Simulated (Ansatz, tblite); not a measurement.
# InH2(SiH3) (InSiH₅): removing an electron

One table from this session's results is given with a row withheld; the runs are named, their logs left out.

Method: as each input shows; program: Ansatz 0.2.0, Gaussian basis.

The runs, in order: charge +1 doublet, at the geometry of the singlet (PBE0-D4/def2-TZVP, PBE-D4/def2-TZVP, r2SCAN-D4/def2-TZVP, CCSD(T)/def2-TZVPP); the starting singlet's energies come from earlier runs.

3 further runs of the same task are left out: 3 set aside as unsound or not needed. Runs told in other sessions of the task aren't counted.

## The geometry

The geometry is that of the singlet, from an earlier relaxation (PBE-D4/def2-TZVP).

7 atoms, charge 0, spin multiplicity 1.

Atoms are counted from 1 here; the program's logs count them from 0.

Bond lengths: In1–H2 1.742 Å, In1–H3 1.742 Å, In1–Si4 2.586 Å, Si4–H5 1.498 Å, Si4–H6 1.498 Å, Si4–H7 1.501 Å. Angles: H2–In1–H3 118.0°, H2–In1–Si4 121.0°, H3–In1–Si4 121.0°, In1–Si4–H5 112.5°, In1–Si4–H6 112.5°, In1–Si4–H7 108.9°, H5–Si4–H6 108.0°, H5–Si4–H7 107.3°, H6–Si4–H7 107.3°.

In takes a core potential in the def2 sets. No spin-orbit coupling is included.

Set-up of the first run:

Input file in.yaml:

```yaml
crystal:
  periodic: [false, false, false]
  atoms:
    - {symbol: In, position_ang: [0.723379, 1.262288, 0.012553]}
    - {symbol: H, position_ang: [2.465258, 1.296770, 0.035257]}
    - {symbol: H, position_ang: [-0.124073, 2.783556, -0.045025]}
    - {symbol: Si, position_ang: [-0.563600, -0.980791, 0.019266]}
    - {symbol: H, position_ang: [-1.917869, -0.863805, 0.648448]}
    - {symbol: H, position_ang: [0.183977, -2.068145, 0.728108]}
    - {symbol: H, position_ang: [-0.767062, -1.429883, -1.398615]}
basis:
  gaussian: {orbitals: def2-TZVP}
total_charge: 1
magnetization: {spin_polarized: true, initial_magnetization: 1}
hamiltonian: {xc: pbe0, dispersion: d4}
output: {orbitals: {seedname: orbitals}}
```

On the command line:

```sh
$ ansatz run in.yaml --threads 4 --pin off --events-out ev --progress --plain --max-ram 3916MiB
```

Steps of the session up to this table: Charge +1 doublet at the fixed geometry, PBE0-D4/def2-TZVP; Charge +1 doublet at the fixed geometry, PBE-D4/def2-TZVP; Charge +1 doublet at the fixed geometry, r2SCAN-D4/def2-TZVP; Charge +1 doublet at the fixed geometry, CCSD(T)/def2-TZVPP.

One of the session's tables, all rows but one given; the rest of the session is left out.

It belongs to the step «Vertical ionisation energy». 

| method | vertical ionisation energy (eV) |
| --- | --- |
| HF/def2-TZVPP | 8.70 |
| PBE-D4/def2-TZVP | 9.21 |
| r2SCAN-D4/def2-TZVP | 9.27 |
| PBE0-D4/def2-TZVP | 9.36 |
| MP2/def2-TZVPP | ? |
| CCSD/def2-TZVPP | 9.42 |
| CCSD(T)/def2-TZVPP | 9.44 |

Q: Estimate the row for MP2/def2-TZVPP from the others.

**Answer.** vertical ionisation energy (eV): 9.49. In the column «vertical ionisation energy (eV)» it is the highest.
